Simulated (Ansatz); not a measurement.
# CH2OSSe: a ladder of functionals and wavefunction methods

How much do the methods differ for CH2OSSe? The plan is to run it at one geometry with functionals of several rungs and with coupled cluster. The yardstick is the atomisation energy at the CCSD(T) limit.

Method: functionals in def2-TZVPP, the program's frozen cores in correlated methods; program: Ansatz 0.2.0, Gaussian basis.

Levels to be run: LDA (SPW92), PBE-D4, revPBE-D4, BLYP-D4, r2SCAN-D4, B97M-V, PBE0-D4, B3LYP-D4, r2SCANh-D4, r2SCAN0-D4, HSE06-D4, BHLYP-D4, CAM-B3LYP-D4, LC-ωPBE, ωB97X-V, ωB97M-V, B2PLYP, PBE-QIDH; CCSD(T)/def2-SVP; CCSD(T)/def2-TZVPP; MP2/def2-QZVPP; extrapolation to the limit; RPA on PBE.

## 1. Structure used throughout

The geometry comes from an earlier relaxation with PBE0-D4 in a triple-zeta def2 set; it is a stationary point.

SMILES `O=C(S)[SeH]`, 6 atoms, charge 0, spin multiplicity 1.

Atoms are counted from 1 here; the program's logs count them from 0.

Bond lengths: O1–C2 1.190 Å, C2–S3 1.774 Å, C2–Se4 1.941 Å, S3–H5 1.340 Å, Se4–H6 1.467 Å. Angles: O1–C2–S3 120.3°, O1–C2–Se4 118.9°, S3–C2–Se4 120.7°, C2–S3–H5 97.8°, C2–Se4–H6 97.4°.

As a file:

```
O    -0.73451   -1.52198    1.14106
C    -0.27792   -0.65675    0.46273
S     1.24187   -0.91448   -0.41520
Se   -1.22276    1.03377    0.33572
H     1.32576    0.29117   -0.99305
H    -0.29044    1.70417   -0.57736
```

## 2. LDA

This LDA is Slater exchange with PW92 correlation.

in.yaml

```yaml
crystal:
  periodic: [false, false, false]
  atoms:
    - {symbol: O, position_ang: [-0.734507, -1.521980, 1.141061]}
    - {symbol: C, position_ang: [-0.277924, -0.656748, 0.462726]}
    - {symbol: S, position_ang: [1.241873, -0.914481, -0.415205]}
    - {symbol: Se, position_ang: [-1.222761, 1.033767, 0.335720]}
    - {symbol: H, position_ang: [1.325764, 0.291173, -0.993046]}
    - {symbol: H, position_ang: [-0.290444, 1.704170, -0.577358]}
basis:
  gaussian: {orbitals: def2-TZVPP}
hamiltonian: {xc: lda}
output: {orbitals: {seedname: orbitals}}
```

Started as:

```console
ansatz run in.yaml --threads 2 --pin off --events-out ev --progress --plain --max-ram 4352MiB
```

Further steps of the session: PBE-D4 (GGA); revPBE-D4 (GGA); BLYP-D4 (GGA); r2SCAN-D4 (meta-GGA); B97M-V (meta-GGA); PBE0-D4 (hybrid); B3LYP-D4 (hybrid); r2SCANh-D4 (hybrid); r2SCAN0-D4 (hybrid); HSE06-D4 (hybrid); BHLYP-D4 (hybrid); CAM-B3LYP-D4 (range-separated); LC-ωPBE (range-separated); ωB97X-V (range-separated); ωB97M-V (range-separated); B2PLYP (double hybrid); PBE-QIDH (double hybrid); CCSD(T) in def2-SVP; CCSD(T) in def2-TZVPP; MP2 in def2-QZVPP; RPA on PBE orbitals.

Q: Predict the results of all the runs planned. Wanted: atomisation energy, CCSD(T)/CBS; farthest beyond LDA; mean size of error, GGA; mean size of error, meta-GGA; mean size of error, hybrid; mean size of error, range-separated; mean size of error, double hybrid; gap, smallest and largest; T1 diagnostic.

**Answer**, as computed:

```
                               quantity                                                                            value
        atomisation energy, CCSD(T)/CBS                                                                    2051.3 kJ/mol
 functionals within 20.5 kJ/mol (1.0 %)  B97M-V, PBE0-D4, B3LYP-D4, r2SCANh-D4, HSE06-D4, CAM-B3LYP-D4, ωB97X-V, ωB97M-V
                    farthest beyond LDA                                                         BHLYP-D4 (-133.1 kJ/mol)
                mean size of error, GGA                                                                      66.7 kJ/mol
           mean size of error, meta-GGA                                                                      26.1 kJ/mol
             mean size of error, hybrid                                                                      37.1 kJ/mol
    mean size of error, range-separated                                                                      14.5 kJ/mol
      mean size of error, double hybrid                                                                      28.5 kJ/mol
              gap, smallest and largest                                        4.11 eV (LDA (SPW92)), 11.22 eV (LC-ωPBE)
                          T1 diagnostic                                                                           0.0146
triples share of the correlation energy                                                                            4.5 %
```

**Reading.** The LDA atomisation energy is off by 447.0 kJ/mol (22 %): it overbinds. PBE-D4 misses by +115.6 kJ/mol. Double hybrids carry the basis error of their MP2 part in triple zeta, and no dispersion term here, so their miss is partly the set-up's. Taken by rung, range-separated functionals do best (14.5 kJ/mol on average) and GGA ones worst beyond LDA (66.7 kJ/mol). The reference freezes the cores and leaves out relativity and excitations past (T), and its outer-core shells are covered unevenly, so misses under about 20.5 kJ/mol can't be ranked. All levels share the lack of spin-orbit coupling, which lowers the free heavy atoms and so the true binding. Hartree-Fock recovers 61 % of the binding; the rest is correlation. CCSD(T) in def2-SVP is off by -168.1 kJ/mol, worse than the median functional, from the basis alone. The gap grows from 4.1 to 11.2 eV across the functionals, mostly with the share of exact exchange. Correlated methods include outer-core shells of Se, which these sets cover unevenly.
